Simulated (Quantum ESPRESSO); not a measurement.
SiC4:

```
Si C
1.0
    -2.18822    2.18822    2.18822
     2.18822   -2.18822    2.18822
     2.18822    2.18822   -2.18822
Si C
1 4
Direct
  0.00000 0.00000 0.00000
  0.00000 0.00000 0.50000
  0.00000 0.50000 0.00000
  0.50000 0.00000 0.00000
  0.50000 0.50000 0.50000
```

The cell was built by a generator and needn't be a form met in nature.

```yaml
Program: Quantum ESPRESSO 7.5
Task: phonons
Functional: PBEsol
Potentials_or_basis: PseudoDojo 0.4.1 SR PBEsol standard
Cutoff: 1116 eV
Density_cutoff: 4463 eV
k_mesh: 9 × 9 × 9
Occupations: cold, width 0.2 eV
Spin: no spin polarisation
Mixing_beta: 0.5
Most_SCF_iterations: 120
SCF_threshold: 1e-09 Ry
```

The cell and the atoms were relaxed first, to 8.15 Å³/atom (a = 3.755 Å, b = 3.755 Å, c = 3.755 Å, α = 109.47°, β = 109.47°, γ = 109.47°), and the response was taken there.

Problem. Which optical modes does the crystal have at the zone centre, and which show in infrared and Raman spectra?

Solution. The optical modes are 2T1u + T2u + Eu + A2u. Infrared active: 2T1u. None is Raman active.

Optical modes at Γ, degenerate ones joined:
```csv
cm⁻¹,components,symmetry,active in
578i,3,T1u,IR
506i,3,T2u,silent
388,2,Eu,silent
839,1,A2u,silent
934,3,T1u,IR
```

Caveat: some modes are imaginary.
